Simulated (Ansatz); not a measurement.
# C2HF2Sn radical: a ladder of functionals and wavefunction methods

The task here is to estimate one member of a computed series from the others.

Method: functionals in def2-TZVPP, the program's frozen cores in correlated methods; program: Ansatz 0.2.0, Gaussian basis.

The runs, in order: LDA (SPW92), PBE-D4, revPBE-D4, BLYP-D4, r2SCAN-D4, B97M-V, PBE0-D4, B3LYP-D4, r2SCANh-D4, r2SCAN0-D4, HSE06-D4, BHLYP-D4, CAM-B3LYP-D4, LC-ωPBE, ωB97X-V, ωB97M-V, B2PLYP, PBE-QIDH; CCSD(T)/def2-SVP; CCSD(T)/def2-TZVPP; MP2/def2-QZVPP; extrapolation to the limit; RPA on PBE.

### The relaxed structure

All runs share one geometry, relaxed beforehand with PBE0-D4 in a triple-zeta def2 set. Sn takes the def2 core potential; no spin-orbit term is included.

SMILES `C#[C][Sn]([F])[F]`, 6 atoms, charge 0, spin multiplicity 2.

Atoms are counted from 1 here; the program's logs count them from 0.

Bond lengths: C1–C2 1.207 Å, C1–H6 1.067 Å, C2–Sn3 2.079 Å, Sn3–F4 1.914 Å, Sn3–F5 1.914 Å. Angles: C2–C1–H6 177.8°, C1–C2–Sn3 171.8°, C2–Sn3–F4 107.4°, C2–Sn3–F5 107.4°, F4–Sn3–F5 103.3°.

Coordinates:

```
C    -0.2307    0.6726    1.7518
C     0.0067    0.1822    0.6749
Sn    0.6404   -0.8011   -1.0440
F    -0.8573   -1.7733   -1.7333
F     0.9545    0.5299   -2.3830
H    -0.4715    1.1258    2.6874
```

The first run:

Input file in.yaml:

```yaml
crystal:
  periodic: [false, false, false]
  atoms:
    - {symbol: C, position_ang: [-0.230698, 0.672594, 1.751827]}
    - {symbol: C, position_ang: [0.006686, 0.182234, 0.674925]}
    - {symbol: Sn, position_ang: [0.640376, -0.801075, -1.043969]}
    - {symbol: F, position_ang: [-0.857251, -1.773346, -1.733269]}
    - {symbol: F, position_ang: [0.954482, 0.529919, -2.383041]}
    - {symbol: H, position_ang: [-0.471495, 1.125773, 2.687427]}
basis:
  gaussian: {orbitals: def2-TZVPP}
magnetization: {spin_polarized: true, initial_magnetization: 1}
hamiltonian: {xc: lda}
output: {orbitals: {seedname: orbitals}}
```

Command:

```sh
> ansatz run in.yaml --threads 4 --pin off --events-out ev --progress --plain --max-ram 10444MiB
```

Steps of the session up to this table: LDA; PBE-D4 (GGA); revPBE-D4 (GGA); BLYP-D4 (GGA); r2SCAN-D4 (meta-GGA); B97M-V (meta-GGA); PBE0-D4 (hybrid); B3LYP-D4 (hybrid); r2SCANh-D4 (hybrid); r2SCAN0-D4 (hybrid); HSE06-D4 (hybrid); BHLYP-D4 (hybrid); CAM-B3LYP-D4 (range-separated); LC-ωPBE (range-separated); ωB97X-V (range-separated); ωB97M-V (range-separated); B2PLYP (double hybrid); PBE-QIDH (double hybrid).

One of the session's tables, all rows but one given; the rest of the session is left out.

It belongs to the step «Orbital energies across the functionals». 

```
  functional  HOMO (eV)  LUMO (eV)  gap (eV)
 LDA (SPW92)      -6.68      -5.91      0.77
      PBE-D4      -6.53      -5.51      1.02
   revPBE-D4      -6.48      -5.36      1.12
     BLYP-D4      -6.38      -5.55      0.83
   r2SCAN-D4          ?          ?         ?
      B97M-V      -6.70      -5.64      1.07
     PBE0-D4      -7.80      -4.66      3.14
    B3LYP-D4      -7.56      -5.08      2.48
  r2SCANh-D4      -7.44      -4.93      2.51
  r2SCAN0-D4      -8.13      -4.46      3.67
    HSE06-D4      -7.41      -5.03      2.37
    BHLYP-D4      -8.91      -3.92      4.99
CAM-B3LYP-D4      -9.10      -3.80      5.29
     LC-ωPBE     -10.41      -2.29      8.12
     ωB97X-V      -9.95      -2.70      7.25
     ωB97M-V      -9.92      -2.84      7.07
```

Estimate the missing values for r2SCAN-D4.

Worked estimate for «HOMO (eV)». Against the share of exact exchange, r2SCANh-D4 (0.1, -7.44), r2SCAN0-D4 (0.25, -8.13) give a slope of -4.60 per unit share; at 0 the line stands at -6.98.

**Answer.** HOMO (eV): -6.97; LUMO (eV): -5.24; gap (eV): 1.73. In «HOMO (eV)» the line misses by -0.01.
